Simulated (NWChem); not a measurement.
Volume series of SiC (zincblende structure): lattice constant and bulk modulus

Program: NWChem. Level: LDA (Vosko), default library pseudopotentials (valence charges C 4, Si 4), cutoff 35 Ha, shifted 4×4×4 mesh, two-atom cell, no spin-orbit coupling. The cell is scaled uniformly; the run nearest the minimum isn't listed, and energies count from the lowest row shown.

| volume (Å³/cell) | E (meV/atom) |
|---|---|
| 18.79 | 25.9 |
| 19.19 | 9.7 |
| 19.59 | 0.3 |
| 20.39 | 0.0 |
| 20.79 | 8.0 |
| 21.19 | ? |

Task: Fit the energy as a cubic in V^(−2/3), give the equilibrium lattice constant and bulk modulus, and predict the withheld row.

Result: The minimum lies at V₀ = 20.00 Å³, so a₀ = (4V₀)^(1/3) = 4.309 Å, and B₀ = V·d²E/dV² ≈ 230 GPa. The fit predicts 20.7 meV/atom at 21.19 Å³; the run gave 20.4.
